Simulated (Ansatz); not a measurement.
# HfN2: the cost of one run

Program: Ansatz 0.2.0, Gaussian basis. Level of theory: def2-TZVPP, core rule «outside noble gas», up to 6 orbitals frozen. These are calculated values, not measurements.

The runs, in order: UHF; CCSD(T) on ROHF; CCSD(T) on UHF; CCSDT(Q) on ROHF; CCSDT(Q) on UHF.

11 further runs of the same task are left out: 5 for a known fault of the program, 6 set aside as unsound or not needed.

**1. The system**

The geometry is a PBE0/def2-TZVP stationary point (not a proven minimum) of the parent state, kept for this charge and spin. No spin-orbit coupling is included. Elements past krypton take def2 core potentials.

3 atoms, charge 0, spin multiplicity 5.

Atoms are counted from 1 here; the program's logs count them from 0.

Bond lengths: Hf1–N2 2.013 Å, N2–N3 1.138 Å. Angles: Hf1–N2–N3 180.0°.

**2. UHF**

in.yaml reads:

```yaml
crystal:
  periodic: [false, false, false]
  atoms:
    - {symbol: Hf, position_ang: [0.000000, 0.000000, 1.721150]}
    - {symbol: N, position_ang: [0.000000, 0.000000, -0.291439]}
    - {symbol: N, position_ang: [0.000000, 0.000000, -1.429711]}
basis:
  gaussian: {orbitals: def2-TZVPP}
magnetization: {spin_polarized: true, initial_magnetization: 4}
hamiltonian: {xc: hf}
output: {orbitals: {seedname: orbitals}}
```

Run with:

```sh
$ ansatz run in.yaml --threads 1 --pin off --events-out ev --progress --plain --max-ram 2816MiB --backend cpu
```

Q: Estimate wall time and peak memory on 1 thread of AMD EPYC 7R13, shared host.

About 15 s, with a peak of 0.3 GiB.
